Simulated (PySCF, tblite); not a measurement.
# C₄H₁₁BNSi radical: geometry, infrared bands and EPR parameters

Aim: predict the infrared bands and EPR parameters of C₄H₁₁BNSi radical (`CB1C[SiH]CCN1`).

Programs: tblite 0.8.0 and PySCF 2.14.0, with density-fitted response routines of our own. Each step states its level of theory. These are calculated values for one molecule in the gas phase, unless marked as measured. Atoms count from 0, in the outputs and in this text.

### Step 1. Starting geometry

18 atoms, charge 0, multiplicity 2; geometry from: force field or distance geometry start.

Bonds of the start (Å): C0–B1 1.61, B1–C2 1.57, C2–Si3 1.88, Si3–C4 1.88, C4–C5 1.52, C5–N6 1.44, N6–B1 1.50, C0–H7 1.12, C0–H8 1.10, C0–H9 1.10, C2–H10 1.13, C2–H11 1.09, Si3–H12 1.50, C4–H13 1.09, C4–H14 1.13, C5–H15 1.10, C5–H16 1.13, N6–H17 1.03.

### Step 2. Geometry optimisation with GFN2-xTB

The job: settings as JSON, then the geometry in Å.

```
{"job": {"kind": "relax", "xc": "GFN2-xTB", "basis": "xTB"}, "charge": 0, "multiplicity": 2}
C      2.355400     0.038500     0.500200
B      0.961500     0.133000    -0.304600
C      0.304200     1.557200    -0.411700
Si    -1.462600     1.367000     0.215400
C     -1.990600    -0.327300    -0.417600
C     -0.999600    -1.302500     0.186900
N      0.251700    -1.172100    -0.514800
H      2.083500    -0.336700     1.521100
H      2.944900    -0.757000     0.029600
H      2.867600     1.006100     0.533400
H      0.188500     1.872500    -1.485600
H      0.843300     2.338200     0.129400
H     -1.447500     1.225600     1.706800
H     -3.018600    -0.577900    -0.163000
H     -1.826900    -0.250900    -1.528600
H     -1.405100    -2.325200     0.217500
H     -0.906900    -0.960800     1.257200
H      0.248400    -1.521400    -1.483100
```

Launch:

```console
$ OMP_NUM_THREADS=1 python probes_run.py task.json out
```

One launch serves the whole session: the jobs run in the order shown.

**Question.** This job is followed by: GFN2-xTB harmonic vibrations, gas phase; UKS B3LYP, pcH-1 on B C H N Si, non-relativistic, mean-field spin-orbit, GIAO. What will the session give for the following? strongest single infrared mode (GFN2-xTB); zero-point energy (GFN2-xTB); g(iso) (B3LYP); ⟨S²⟩; largest a(iso) (averaged by class); potential on the surface of density 0.002 e/bohr³, 1st and 99th percentile.

**Answer**, as computed:

| quantity | value |
| --- | --- |
| strongest single infrared mode (GFN2-xTB) | 2152 cm⁻¹, 394 km/mol |
| zero-point energy (GFN2-xTB) | 92.4 kcal/mol |
| g(iso) (B3LYP) | 2.00355 |
| ⟨S²⟩ | 0.751 (exact 0.75) |
| largest a(iso) (averaged by class) | 29Si on Si3, -458.7 MHz |
| potential on the surface of density 0.002 e/bohr³, 1st and 99th percentile | -0.40 V and 1.50 V |

What this shows: Relaxing lowered the energy by 1.352 eV in 112 steps; the close pair that moved most is B1–N6, from 1.500 to 1.385 Å. No mode is imaginary among the 48: a minimum at this level. The strongest single mode, at 2152 cm⁻¹, moves mainly H12. Unscaled tight-binding wavenumbers are off by several per cent, some by more. Its intensities can rank the bands wrongly. Most of the unpaired spin sits on Si3 (0.94 e). The isotropic g lies 1.2 ppt above the free-electron value.
